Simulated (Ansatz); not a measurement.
**CH5BBrN: basis-set convergence**

An exercise on one series of results from a longer session: the logs are not shown, and one member is left open.

Program: Ansatz 0.2.0, Gaussian basis. Level of theory: one geometry, several basis sets. These are calculated values, not measurements.

The runs, in order: PBE0-D4/def2-SVP; ωB97M-V/def2-SVP; PBE0-D4/def2-QZVPP; ωB97M-V/def2-QZVPP; the functionals' def2-TZVPP values are taken from earlier runs.

**The geometry**

The geometry comes from an earlier relaxation with PBE0-D4 in a triple-zeta def2 set; it is a stationary point, not always the lowest conformer.

9 atoms, charge 0, spin multiplicity 1.

Atoms are counted from 1 here; the program's logs count them from 0.

Bond lengths: C1–N2 1.446 Å, C1–H5 1.094 Å, C1–H6 1.094 Å, C1–H7 1.090 Å, N2–B3 1.378 Å, N2–H8 1.009 Å, B3–Br4 1.934 Å, B3–H9 1.191 Å. Angles: N2–C1–H5 111.3°, N2–C1–H6 111.3°, N2–C1–H7 109.2°, H5–C1–H6 108.3°, H5–C1–H7 108.3°, H6–C1–H7 108.3°, C1–N2–B3 125.8°, C1–N2–H8 114.9°, B3–N2–H8 119.2°, N2–B3–Br4 119.5°, N2–B3–H9 122.0°, Br4–B3–H9 118.5°.

The first run:

The input, in.yaml:

```yaml
crystal:
  periodic: [false, false, false]
  atoms:
    - {symbol: C, position_ang: [-0.156970, 1.196236, -0.035987]}
    - {symbol: N, position_ang: [-0.386478, -0.220213, 0.138975]}
    - {symbol: B, position_ang: [0.536102, -1.220325, -0.080444]}
    - {symbol: Br, position_ang: [0.029728, -3.063695, 0.213003]}
    - {symbol: H, position_ang: [-0.300634, 1.741119, 0.901321]}
    - {symbol: H, position_ang: [-0.831406, 1.618776, -0.786128]}
    - {symbol: H, position_ang: [0.868016, 1.354367, -0.369855]}
    - {symbol: H, position_ang: [-1.314418, -0.465471, 0.449872]}
    - {symbol: H, position_ang: [1.644459, -0.987195, -0.447758]}
basis:
  gaussian: {orbitals: def2-SVP}
hamiltonian: {xc: pbe0, dispersion: d4}
output: {orbitals: {seedname: orbitals}}
```

Among the steps run: PBE0-D4 in def2-SVP; ωB97M-V in def2-SVP; PBE0-D4 in def2-QZVPP; ωB97M-V in def2-QZVPP.

One table of the session follows, with a row left open; its other results are not shown here.

It belongs to the step «Density functionals: the series». 

| functional | basis | HOMO (eV) | LUMO (eV) |
| --- | --- | --- | --- |
| PBE0-D4 | def2-SVP | -7.55 | 0.33 |
| PBE0-D4 | def2-TZVPP | -7.67 | 0.05 |
| PBE0-D4 | def2-QZVPP | ? | ? |
| ωB97M-V | def2-SVP | -9.75 | 2.39 |
| ωB97M-V | def2-TZVPP | -9.90 | 1.93 |
| ωB97M-V | def2-QZVPP | -9.92 | 1.55 |

**Question.** Estimate the row for PBE0-D4, def2-QZVPP.

The run gave: HOMO (eV): -7.69; LUMO (eV): -0.04. In the column «HOMO (eV)» it lies between ωB97M-V, def2-SVP (-9.75) and PBE0-D4, def2-TZVPP (-7.67).
